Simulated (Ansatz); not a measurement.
# Be2Se: the cost of one run

Program: Ansatz 0.2.0. Level of theory: DFT PBE, scalar-relativistic, plane waves, PAW. These are calculated values, not measurements.

### Step 1. The structure to begin with

Symmetry: I4/mmm, No. 139, tetragonal system. The conventional cell has a = 3.757 Å, b = 3.757 Å, c = 6.162 Å, α = 90.00°, β = 90.00°, γ = 90.00°. Be (site symmetry 4mm) is surrounded by 1 Be at 1.15 Å. Se (site symmetry 4/mmm) has 10 Be at 2.51 to 2.72 Å as nearest neighbours.

As a file:

```
Be Se
1.0
    -1.87849    1.87849    3.08092
     1.87849   -1.87849    3.08092
     1.87849    1.87849   -3.08092
Be Se
2 1
Direct
  0.59300 0.59300 0.00000
  0.40700 0.40700 0.00000
  0.00000 0.00000 0.00000
```

This is candidate A: CaC2 type (I4/mmm, No. 139).

(A quick probe on a coarse mesh, which set the mesh and smearing, is not shown.)

### Step 3. A loose first relaxation (candidate A)

Input file input.yaml:

```yaml
crystal:
  lattice:
    - [-1.8784899183, 1.8784899183, 3.0809166269]
    - [1.8784899183, -1.8784899183, 3.0809166269]
    - [1.8784899183, 1.8784899183, -3.0809166269]
  atoms:
    - { symbol: Be, position: [0.593, 0.593, 0.0] }
    - { symbol: Be, position: [0.407, 0.407, 0.0] }
    - { symbol: Se, position: [0.0, 0.0, 0.0] }
basis:
  ecutwfc: 420
kpoints:
  mp_grid: { grid: [6, 6, 6] }
hamiltonian:
  xc: pbe
scf:
  occupations: { method: gaussian, width: 0.1 }
  lower_state_search: "off"
output:
  forces: true
  stress: true
  eigenvalues: true
relax:
  adjacent_minimum: "off"
  f_tol: 0.04
  max_steps: 70
  cell: { stress_tol: 0.4 }
```

Command:

```
ansatz run input.yaml --threads 1 --pin off --max-ram 2560MiB --backend cpu --events-out ev --progress --plain --runs-dir out
```

Q: Estimate wall time and peak memory on 1 thread of Arm Neoverse V1, shared host.

About 29 s, with a peak of 0.35 GiB.
